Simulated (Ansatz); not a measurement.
# Bi2Se3: the cost of one run

Method: DFT, PBE, plane-wave PAW, default files, scalar-relativistic, as far as a step names no other, in Ansatz 0.2.0.

1 further run of the same task is left out (it didn't finish).

### 1 The structure to begin with

The structure is trigonal, space group R-3m (No. 166). The conventional cell has a = 3.930 Å, b = 3.930 Å, c = 27.428 Å, α = 90.00°, β = 90.00°, γ = 120.00°. Bi (site symmetry 3m) is surrounded by 6 Se at 2.83 to 2.90 Å. Around Se (site symmetry 3m) lie 3 Bi at 2.83 Å. Se (site symmetry -3m) has 6 Bi at 2.90 Å as nearest neighbours.

Structure file:

```
CELL_PARAMETERS angstrom
1.96496 1.13447 9.14266
-1.96496 1.13447 9.14266
0.00000 -2.26894 9.14266
ATOMIC_POSITIONS crystal
Bi 0.60100 0.60100 0.60100
Bi 0.39900 0.39900 0.39900
Se 0.79400 0.79400 0.79400
Se 0.20600 0.20600 0.20600
Se 0.00000 0.00000 0.00000
```

The earlier run gave: no gap over 0.1 eV on the mesh, largest force 1.155 eV/Å, pressure 12.4 GPa.

Site by site (atoms counted from 1):

| site | atoms | first shell | V_zz (10²¹ V/m²) | η | C_Q (MHz) |
| --- | --- | --- | --- | --- | --- |
| Bi | 1, 2 | 6 Se at 2.83–2.90 Å | 1.67 | 0.00 | -20.8 (²⁰⁹Bi) |
| Se3 | 3, 4 | 3 Bi at 2.83 Å | 7.03 | 0.00 | – |
| Se5 | 5 | 6 Bi at 2.90 Å | 5.71 | 0.00 | – |

V_zz is the principal component of the electric field gradient with the largest magnitude, η = (V_xx − V_yy)/V_zz and C_Q = eQV_zz/h. Quadrupole moments are those of Pyykkö's year-2017 table. A dash under C_Q marks elements without a common quadrupolar isotope.

### 2 Ions relaxed at fixed cell

File input.yaml:

```yaml
crystal:
  lattice:
    - [1.964960744, 1.1344706145, 9.1426638165]
    - [-1.964960744, 1.1344706145, 9.1426638165]
    - [0.0, -2.268941229, 9.1426638165]
  atoms:
    - { symbol: Bi, position: [0.601, 0.601, 0.601] }
    - { symbol: Bi, position: [0.399, 0.399, 0.399] }
    - { symbol: Se, position: [0.794, 0.794, 0.794] }
    - { symbol: Se, position: [0.206, 0.206, 0.206] }
    - { symbol: Se, position: [0.0, 0.0, 0.0] }
kpoints:
  mp_grid: { grid: [14, 14, 14] }
scf:
  occupations: { method: fermi_dirac, width: 0.05 }
hamiltonian:
  xc: pbe
  pseudopotentials: { kind: paw }
output:
  forces: true
  stress: true
  populations: true
  efg: { quadrupole_moments_barn: { Bi: -0.516 }, contact_densities: true }
relax:
  f_tol: 0.02
  max_steps: 60
```

Launch:

```
$ ansatz run input.yaml --threads 1 --pin off --max-ram 3072MiB --backend cpu --events-out ev --progress --plain --runs-dir out
```

Q: Estimate wall time and peak memory on 1 thread of Intel Xeon 6975P-C (Granite Rapids), shared host.

About 3.6 min, with a peak of 1.5 GiB.
